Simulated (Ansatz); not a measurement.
# TaSi: a trial structure relaxed

Aim: relax a trial structure of TaSi and see where it ends.

Program: Ansatz 0.2.0. Level of theory: DFT PBE, scalar-relativistic, plane waves, PAW. These are calculated values, not measurements.

## (1) The system as given

The structure is cubic, space group Pm-3m (No. 221). Conventional cell: a = 3.377 Å, b = 3.377 Å, c = 3.377 Å, α = 90.00°, β = 90.00°, γ = 90.00°. Ta (site symmetry m-3m) has 8 Si at 2.92 Å as nearest neighbours. Si (site symmetry m-3m) is surrounded by 8 Ta at 2.92 Å.

As a file:

```
Ta Si
1.0
     3.37698    0.00000    0.00000
     0.00000    3.37698    0.00000
     0.00000    0.00000    3.37698
Ta Si
1 1
Direct
  0.50000 0.50000 0.50000
  0.00000 0.00000 0.00000
```

Recipe of the guess: random cell by space group and Wyckoff sites (Pm-3m, No. 221). Its size is a rough estimate.

## (2) Probe: one point on a coarse mesh

input.yaml

```yaml
crystal:
  lattice:
    - [3.37698393, 0.0, 0.0]
    - [0.0, 3.37698393, 0.0]
    - [0.0, 0.0, 3.37698393]
  atoms:
    - { symbol: Ta, position: [0.5, 0.5, 0.5] }
    - { symbol: Si, position: [0.0, 0.0, 0.0] }
basis:
  ecutwfc: 420
kpoints:
  mp_grid: { grid: [6, 6, 6] }
hamiltonian:
  xc: pbe
scf:
  occupations: { method: gaussian, width: 0.1 }
  lower_state_search: "off"
output:
  forces: true
  stress: true
  eigenvalues: true
```

On the command line:

```bash
$ ansatz run input.yaml --threads 1 --pin off --max-ram 2048MiB --backend cpu --events-out ev --progress --plain --runs-dir out
```

Further runs follow: rough relaxation on the coarse mesh; relaxation on the finer mesh.

Q: Predict the outcome of this session. Wanted: conventional cell; volume; energy over the elements; gap on the mesh.

The runs gave:

| quantity | value |
| --- | --- |
| symmetry at the end (tolerance 0.05 Å) | space group Pm-3m (No. 221) |
| conventional cell | a = 3.153 Å, b = 3.153 Å, c = 3.153 Å, α = 90.00°, β = 90.00°, γ = 90.00° |
| volume | 15.68 Å³/atom |
| energy over the elements | -0.08 eV/atom |
| gap on the mesh | none (metal) |

**Reading.** The space group Pm-3m (No. 221) is kept, and the volume per atom shrinks by 18.6 % from the first guess. It lies below the elements, which doesn't yet make it stable: competing phases were not computed in this session. No finished test with a distortion of lower symmetry is shown, so the end may be a saddle point. The runs treat Ta without spin-orbit coupling.
